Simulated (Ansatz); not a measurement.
**SnH2Cl radical (SMILES [Cl][SnH2]): one structure at several levels**

One table from this session's results is given with a row withheld; the runs are named, their logs left out.

Program: Ansatz 0.2.0, Gaussian basis. Level of theory: single points in def2-TZVPP. These are calculated values, not measurements.

Correlated methods freeze the cores. Filled d shells of the heavier atoms are correlated. Core potentials replace the inner electrons past krypton, and spin-orbit coupling is left out. Orbitals are unrestricted. B3LYP uses VWN-RPA correlation.

## The system as given

SMILES `[Cl][SnH2]`, 4 atoms, charge 0, spin multiplicity 2.

Atoms are counted from 1 here; the program's logs count them from 0.

Bond lengths: Cl1–Sn2 2.374 Å, Sn2–H3 1.954 Å, Sn2–H4 1.919 Å. Angles: Cl1–Sn2–H3 104.2°, Cl1–Sn2–H4 105.1°, H3–Sn2–H4 105.0°.

Geometry (Å):

```xyz
4

Cl   -1.97640    0.42230   -0.60230
Sn    0.31360   -0.19910   -0.52540
H     0.37480   -1.64470    0.78740
H     1.20550    1.27650    0.31760
```

Set-up of the first run:

Input file run/in.yaml:

```yaml
crystal:
  periodic: [false, false, false]
  atoms:
    - {symbol: Cl, position_ang: [-1.976400, 0.422300, -0.602300]}
    - {symbol: Sn, position_ang: [0.313600, -0.199100, -0.525400]}
    - {symbol: H, position_ang: [0.374800, -1.644700, 0.787400]}
    - {symbol: H, position_ang: [1.205500, 1.276500, 0.317600]}
basis:
  gaussian: {orbitals: def2-TZVPP}
magnetization: {spin_polarized: true, initial_magnetization: 1}
correlation: {method: ccsd_t}
scf: {omitted_lower_state_checks: [cluster_reference]}
output: {forces: true}
```

The command line of these runs was not kept.

Steps of the session up to this table: CCSD(T)/def2-TZVPP; PBE0-D4/def2-TZVPP; wB97M-V/def2-TZVPP; r2SCAN-D4/def2-TZVPP; PBE-D4/def2-TZVPP; HSE06-D4/def2-TZVPP; B3LYP-D4/def2-TZVPP.

One table of the session follows, with a row left open; its other results are not shown here.

```
   method  RMS force component (eV/Å)  angle to CCSD(T) forces (°)  dipole (D)
  CCSD(T)                       0.974                    reference        2.43
  PBE0-D4                       0.885                          1.1        2.42
  wB97M-V                       0.981                          0.7        2.48
r2SCAN-D4                       0.856                          3.2        2.35
   PBE-D4                       0.734                          9.9        2.19
 HSE06-D4                       0.881                          1.4        2.41
 B3LYP-D4                           ?                            ?           ?
```

Q: Estimate the row for B3LYP-D4 from the others.

**Answer.** RMS force component (eV/Å): 0.800; angle to CCSD(T) forces (°): 10.1; dipole (D): 2.38. In the column «RMS force component (eV/Å)» it lies between PBE-D4 (0.734) and r2SCAN-D4 (0.856).
